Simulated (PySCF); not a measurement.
SGe (germanium sulfide (GeS)), 2 atoms in the cell. The cell holds a molecule in a box, 2 atoms: a = 9.000 Å, b = 9.000 Å, c = 12.000 Å, α = 90.00°, β = 90.00°, γ = 90.00°. 

| Property | Result |
| --- | --- |
| Program | PySCF 2.14.0 |
| Task | G0W0 quasiparticle levels |
| Functional | PBE0 |
| Potentials or basis | def2-svp (all-electron) |
| k mesh | 1 × 1 × 1 |
| Occupations | fixed |
| Spin | no spin polarisation |
| Exponents discarded below (exp_to_discard) | 0 1/bohr^2 |
| Frozen core bands | 14 |
| conv_tol | 1e-08 Ha |
| max_cycle | 60 |
| exxdiv | ewald |
| Relativity | none |
| Coulomb method | Gaussian density fitting (GDF) |
| Grid for exchange and correlation | Becke, atom-centred |
| Three-centre integrals | read from an earlier run's file |

Potentials or basis: def2-svp (all-electron).

Run with:

```sh
$ OMP_NUM_THREADS=2 python -u run.py > log
```

Hardware: 2 threads of Intel(R) Xeon(R) Processor @ 2.70GHz, on a shared host.

Task: How long does it take, and how much memory?

Result: Wall time 8.2 s on 2 threads of Intel(R) Xeon(R) Processor @ 2.70GHz, on a shared host, peak memory 1.1 GiB. Counts: scf iterations 9, basis 50, k points 1.
